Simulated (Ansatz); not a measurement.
Run this with Ansatz 0.2.0 through its Python package and show what comes out.

`field.py`
```python
'''Response of ClFGeH4Si to a pair of distant point charges.'''

import ansatz
import numpy as np

geometry = (
    ansatz.Crystal.molecule()
    .atom('F', (-1.8963, 1.2237, 0.0325))
    .atom('Si', (-0.2683, 1.1448, 0.0942))
    .atom('Ge', (0.3164, -1.0801, 0.0187))
    .atom('Cl', (-0.29, -1.9599, -1.8119))
    .atom('H', (0.331, 1.8423, -1.0702))
    .atom('H', (0.2167, 1.7689, 1.3442))
    .atom('H', (1.9206, -1.1912, 0.1014))
    .atom('H', (-0.2378, -1.8055, 1.2352))
)

model = geometry.calculation().basis(gaussian='def2-SVPD').functional('b3lyp', dispersion='d3bj').forces()
# charges +q and -q at -R and +R make a nearly even field 2 k q / R^2 at the centre
centre = np.mean([site.position_ang for site in geometry.cartesian_sites], axis=0)
field = 2 * 14.399645 * 2.0 / 25.0 ** 2


def dipole(axis, sign):
    arm = 25.0 * np.eye(3)[axis]
    pair = [{'charge': sign * 2.0, 'position_ang': (centre - arm).tolist()}, {'charge': -sign * 2.0, 'position_ang': (centre + arm).tolist()}]
    deck = model.input().set(ansatz.key.basis.gaussian.point_charges, pair)
    return np.array(ansatz.Session.from_dict(deck).plan().execute().report['charge_distribution']['dipole_moment_e_ang'])


print(f'field {field:.4f} V/A')
alpha = np.array([(dipole(axis, 1) - dipole(axis, -1)) / (2 * field) * 14.399645 for axis in range(3)])
print('polarisability tensor (A^3)')
print(np.array2string(alpha, precision=3, suppress_small=True))
print(f'mean {np.trace(alpha) / 3:.3f} A^3 = {np.trace(alpha) / 3 / 0.14818471:.2f} bohr^3')
```

Running `python field.py` prints:
```text
field 0.0922 V/A
polarisability tensor (A^3)
[[ 9.608 -0.167  0.414]
 [-0.145 12.176  1.002]
 [ 0.415  1.005 10.867]]
mean 10.884 A^3 = 73.45 bohr^3
```

The geometry is a force-field or estimated start, not a minimum of this method, and the basis set is short of its limit. The field of two point charges is only nearly even. b3lyp holds the VWN-RPA fit, as in Gaussian; the form of ORCA and Turbomole is b3lyp5. Hardware and time: 45 s on 1 thread of Arm Neoverse V2, on a shared host, peak memory 0.44 GiB.
